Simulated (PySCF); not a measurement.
SGeH4, in a box:

```
S Ge H
1.0
    12.00000    0.00000    0.00000
     0.00000   13.00000    0.00000
     0.00000    0.00000   12.00000
S Ge H
1 1 4
Direct
  0.60571 0.42784 0.60704
  0.52043 0.55237 0.51280
  0.58330 0.35463 0.53134
  0.39646 0.52659 0.49720
  0.57589 0.56783 0.39863
  0.53429 0.64860 0.58527
```

Program: PySCF 2.14.0. Alike in all runs: task atomic charges; potentials or basis pob-tzvp-rev2 (all-electron); no spin polarisation; cell as given; k mesh 1 × 1 × 1; smearing fixed.

Order these runs on this cell by their band gap on the k mesh, lowest first.
A. level SCAN+D3; three-body dispersion term no; three-centre integrals read from an earlier run's file
B. level HSE06+D3; three-body dispersion term no; exxdiv ewald; three-centre integrals read from an earlier run's file
C. level BHandHLYP+D3; three-body dispersion term no; exxdiv ewald; three-centre integrals read from an earlier run's file
D. level PBE

D (5.63 eV), A (6.14 eV), B (7.08 eV), C (10.10 eV).

Caveats: this is a molecule in a periodic box at the Γ point, so its band gap is the HOMO-LUMO gap; relativity is left out, which matters for the heavier elements; the basis of atomic orbitals isn't converged, which shifts pressures, moduli and gaps; this basis is made for solids and lacks diffuse functions, so gaps of a molecule come out too wide by an eV or more; this program's HSE differs a little from the usual definition (some runs).

